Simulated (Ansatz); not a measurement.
# InGaSeS4: the cost of one run

Computed with Ansatz 0.2.0 (DFT PBE, scalar-relativistic, plane waves, PAW, unless a step names another level, unless a step's input says otherwise).

6 further runs of the same task are left out: 5 that didn't finish, 1 set aside as unsound or not needed. Runs told in other sessions of the task aren't counted.

## (1) The system as given

Symmetry: P3m1, No. 156, trigonal system. Conventional cell: a = 3.807 Å, b = 3.807 Å, c = 15.904 Å, α = 90.00°, β = 90.00°, γ = 120.00°. In (site symmetry 3m) is surrounded by 6 S at 2.54 to 2.75 Å. Ga (site symmetry 3m) has 1 S at 2.22 Å and 3 Se at 2.48 Å in its first shell of neighbours. Around Se (site symmetry 3m) lie 3 Ga at 2.48 Å. Around S (site symmetry 3m) lie 1 S at 1.90 Å. S (site symmetry 3m) has 1 Ga at 2.22 Å and 3 In at 2.75 Å in its first shell of neighbours. S (site symmetry 3m) has 3 In at 2.54 Å in its first shell of neighbours.

Structure file:

```cif
data_structure
_symmetry_space_group_name_H-M 'P3m1'
_symmetry_Int_Tables_number 156
_cell_length_a 3.8066
_cell_length_b 3.8066
_cell_length_c 15.9041
_cell_angle_alpha 90.000
_cell_angle_beta 90.000
_cell_angle_gamma 120.000
_cell_volume 199.58
loop_
_atom_site_label
_atom_site_type_symbol
_atom_site_symmetry_multiplicity
_atom_site_Wyckoff_symbol
_atom_site_fract_x
_atom_site_fract_y
_atom_site_fract_z
_atom_site_occupancy
In1 In 1 c 0.66667 0.33333 0.10286 1
Ga1 Ga 1 a 0.00000 0.00000 0.34639 1
Se1 Se 1 c 0.66667 0.33333 0.41842 1
S1 S 1 a 0.00000 0.00000 0.66154 1
S2 S 1 a 0.00000 0.00000 0.78129 1
S3 S 1 a 0.00000 0.00000 0.20661 1
S4 S 1 b 0.33333 0.66667 0.02290 1
```

It came out lowest among 18 distinct ends of the trial cells. At a tolerance of 0.05 Å it has space group P3m1 (No. 156).

## (2) A stricter relaxation, on the response runs' mesh and smearing

Contents of input.yaml:

```yaml
crystal:
  lattice:
    - [3.8066170451, 0.0, 0.0]
    - [-1.9033085225, 3.2966270635, 0.0]
    - [0.0, 0.0, 15.9040987908]
  atoms:
    - { symbol: In, position: [0.6666666667, 0.3333333333, 0.1028557435] }
    - { symbol: Ga, position: [0.0, 0.0, 0.346387306] }
    - { symbol: Se, position: [0.6666666667, 0.3333333333, 0.4184158603] }
    - { symbol: S, position: [0.0, 0.0, 0.6615412494] }
    - { symbol: S, position: [0.0, 0.0, 0.7812909054] }
    - { symbol: S, position: [0.0, 0.0, 0.2066086898] }
    - { symbol: S, position: [0.3333333333, 0.6666666667, 0.0229002457] }
basis:
  ecutwfc: 420
kpoints:
  mp_grid: { grid: [12, 12, 2] }
hamiltonian:
  xc: pbe
scf:
  occupations: { method: gaussian, width: 0.1 }
output:
  forces: true
  stress: true
  eigenvalues: true
  write_density: true
  write_potential: true
  elf: true
  volumetric_format: npy
relax:
  adjacent_minimum: "off"
  f_tol: 0.001
  max_steps: 60
  cell: { stress_tol: 0.01 }
```

On the command line:

```console
ansatz run input.yaml --threads 3 --pin off --max-ram 7680MiB --backend cpu --events-out ev --progress --plain --runs-dir out
```

What time and memory should one allow on 3 threads of Arm Neoverse V1, shared host?

About 95 s, with a peak of 0.66 GiB.
